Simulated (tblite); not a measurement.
# C6H10OSe: the cost of one run

Programs: PySCF 2.14.0 with density-fitted response routines of our own, and tblite 0.8.0. All values are computed, except where a source is named. Atoms count from 0 throughout.

## 1. The starting structure

18 atoms, charge 0, multiplicity 1; geometry from: UFF geometry.

Bonds of the start (Å): C0–C1 1.51, C0–H10 1.12, C0–H8 1.11, C0–H9 1.10, C1–H11 1.12, C1–H12 1.13, C1–Se2 1.95, C3–C6 1.40, C3–C7 1.39, C3–O4 1.42, C5–H13 1.11, C5–H14 1.12, C5–H15 1.11, C6–C7 1.45, C6–H16 1.08, C7–H17 1.10, O4–C5 1.40, Se2–C3 1.96.

## 2. GFN2-xTB relaxation, conformer 1

What the job is given:

```
{"job": {"xc": "GFN2-xTB", "basis": "xTB", "kind": "relax"}, "charge": 0, "multiplicity": 1}
C     -2.448900    -0.225500     0.251700
C     -1.402400     0.254500     1.227300
Se    -0.438600     1.813100     0.554700
C      0.678900     0.800900    -0.690600
O      1.301100    -0.401500    -0.253600
C      2.287500    -0.096400     0.692900
C      1.337900     1.505000    -1.701100
C      0.167200     0.700700    -1.975200
H     -3.041800    -1.049200     0.709400
H     -1.986300    -0.603600    -0.669900
H     -3.147500     0.610500    -0.001600
H     -0.689600    -0.576400     1.456000
H     -1.897500     0.539200     2.198400
H      1.847000     0.323800     1.618600
H      3.054300     0.609200     0.287000
H      2.809500    -1.033700     0.987300
H      2.133200     2.164400    -2.024300
H     -0.573000     0.303300    -2.678700
```

Command:

```
$ OMP_NUM_THREADS=1 python ens_run.py task.json out
```

This one command runs the whole study; its stages follow in the order run.

**Question.** How long does this first job take on 1 thread of AMD EPYC, shared host?

About 2 s.
